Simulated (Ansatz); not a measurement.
# CuTe: the cost of one run

Computed with Ansatz 0.2.0 (DFT r²SCAN+U (U_eff = 1 eV on Cu d), plane waves, PAW, unless a step's input says otherwise).

## 1. The structure to begin with

The structure is orthorhombic, space group Pmmn (No. 59). The conventional cell has a = 3.100 Å, b = 4.020 Å, c = 6.860 Å, α = 90.00°, β = 90.00°, γ = 90.00°. Cu (site symmetry mm2) has 4 Te at 2.54 to 2.73 Å and 4 Cu at 2.63 Å in its first shell of neighbours. Te (site symmetry mm2) has 4 Cu at 2.54 to 2.73 Å in its first shell of neighbours.

As a file:

```xyz
8
Lattice="6.2000 0.0000 0.0000 0.0000 4.0200 0.0000 0.0000 0.0000 6.8600" Properties=species:S:1:pos:R:3 pbc="T T T"
Cu    0.0000    2.0100    3.0801
Cu    1.5500    0.0000    3.7799
Te    0.0000    0.0000    1.5298
Te    1.5500    2.0100    5.3302
Cu    3.1000    2.0100    3.0801
Cu    4.6500    0.0000    3.7799
Te    3.1000    0.0000    1.5298
Te    4.6500    2.0100    5.3302
```

Magnetic order typed: antiferromagnetic, doubled cell 1/2 0 0.

An earlier series on this cell reached its lowest free state from «random orbitals: fully mixed, first filling», perhaps among other starts (it ended with site moments under 0.05 μB).

## 2. Random orbitals: single harmonics, second filling

Input file input.yaml:

```yaml
crystal:
  lattice:
    - [6.19999952, 0.0, 0.0]
    - [0.0, 4.01999969, 0.0]
    - [0.0, 0.0, 6.85999947]
  atoms:
    - { symbol: Cu, position: [0.0, 0.5, 0.449], spin: 1.0 }
    - { symbol: Cu, position: [0.25, 0.0, 0.551], spin: 1.0 }
    - { symbol: Te, position: [0.0, 0.0, 0.223] }
    - { symbol: Te, position: [0.25, 0.5, 0.777] }
    - { symbol: Cu, position: [0.5, 0.5, 0.449], spin: -1.0 }
    - { symbol: Cu, position: [0.75, 0.0, 0.551], spin: -1.0 }
    - { symbol: Te, position: [0.5, 0.0, 0.223] }
    - { symbol: Te, position: [0.75, 0.5, 0.777] }
basis:
  ecutwfc: 500
  ecutrho_ratio: 4
kpoints:
  mp_grid: { grid: [3, 5, 3] }
hamiltonian:
  xc: r2scan
  hubbard:
    sites:
      - { site: 0, l: d, u_eff: 1.0, starting_ns: [{ spin: up, occupation_matrix: s0up }, { spin: down, occupation_matrix: s0down }] }
      - { site: 1, l: d, u_eff: 1.0, starting_ns: [{ spin: up, occupation_matrix: s1up }, { spin: down, occupation_matrix: s1down }] }
      - { site: 4, l: d, u_eff: 1.0, starting_ns: [{ spin: up, occupation_matrix: s4up }, { spin: down, occupation_matrix: s4down }] }
      - { site: 5, l: d, u_eff: 1.0, starting_ns: [{ spin: up, occupation_matrix: s5up }, { spin: down, occupation_matrix: s5down }] }
    occupation_matrices:
      s0up:
        matrix:
          - [0.97, 0.0, 0.0, 0.0, 0.0]
          - [0.0, 0.97, 0.0, 0.0, 0.0]
          - [0.0, 0.0, 0.97, 0.0, 0.0]
          - [0.0, 0.0, 0.0, 0.97, 0.0]
          - [0.0, 0.0, 0.0, 0.0, 0.97]
      s0down:
        matrix:
          - [0.97, 0.0, 0.0, 0.0, 0.0]
          - [0.0, 0.97, 0.0, 0.0, 0.0]
          - [0.0, 0.0, 0.97, 0.0, 0.0]
          - [0.0, 0.0, 0.0, 0.02, 0.0]
          - [0.0, 0.0, 0.0, 0.0, 0.97]
      s1up:
        matrix:
          - [0.97, 0.0, 0.0, 0.0, 0.0]
          - [0.0, 0.97, 0.0, 0.0, 0.0]
          - [0.0, 0.0, 0.97, 0.0, 0.0]
          - [0.0, 0.0, 0.0, 0.97, 0.0]
          - [0.0, 0.0, 0.0, 0.0, 0.97]
      s1down:
        matrix:
          - [0.02, 0.0, 0.0, 0.0, 0.0]
          - [0.0, 0.97, 0.0, 0.0, 0.0]
          - [0.0, 0.0, 0.97, 0.0, 0.0]
          - [0.0, 0.0, 0.0, 0.97, 0.0]
          - [0.0, 0.0, 0.0, 0.0, 0.97]
      s4up:
        matrix:
          - [0.97, 0.0, 0.0, 0.0, 0.0]
          - [0.0, 0.02, 0.0, 0.0, 0.0]
          - [0.0, 0.0, 0.97, 0.0, 0.0]
          - [0.0, 0.0, 0.0, 0.97, 0.0]
          - [0.0, 0.0, 0.0, 0.0, 0.97]
      s4down:
        matrix:
          - [0.97, 0.0, 0.0, 0.0, 0.0]
          - [0.0, 0.97, 0.0, 0.0, 0.0]
          - [0.0, 0.0, 0.97, 0.0, 0.0]
          - [0.0, 0.0, 0.0, 0.97, 0.0]
          - [0.0, 0.0, 0.0, 0.0, 0.97]
      s5up:
        matrix:
          - [0.97, 0.0, 0.0, 0.0, 0.0]
          - [0.0, 0.02, 0.0, 0.0, 0.0]
          - [0.0, 0.0, 0.97, 0.0, 0.0]
          - [0.0, 0.0, 0.0, 0.97, 0.0]
          - [0.0, 0.0, 0.0, 0.0, 0.97]
      s5down:
        matrix:
          - [0.97, 0.0, 0.0, 0.0, 0.0]
          - [0.0, 0.97, 0.0, 0.0, 0.0]
          - [0.0, 0.0, 0.97, 0.0, 0.0]
          - [0.0, 0.0, 0.0, 0.97, 0.0]
          - [0.0, 0.0, 0.0, 0.0, 0.97]
    ns_hold: { iters: 5 }
scf:
  occupations: { method: gaussian, width: 0.05 }
  lower_state_search: "off"
  max_iter: 150
output:
  forces: true
  stress: true
  eigenvalues: true
  populations: true
  hubbard:
    sites:
      - { site: 0, l: d }
      - { site: 1, l: d }
      - { site: 4, l: d }
      - { site: 5, l: d }
magnetization:
  spin_polarized: true
```

The typed matrices put 0.97 on the chosen orbitals and 0.02 on the others, and are held for 5 cycles.

On the command line:

```sh
$ ansatz run input.yaml --threads 8 --pin off --max-ram 12288MiB --backend cpu --events-out ev --progress --plain --runs-dir out
```

Q: Estimate wall time and peak memory on 8 threads of Arm Neoverse V2, shared host.

About 34 s, with a peak of 1.5 GiB.
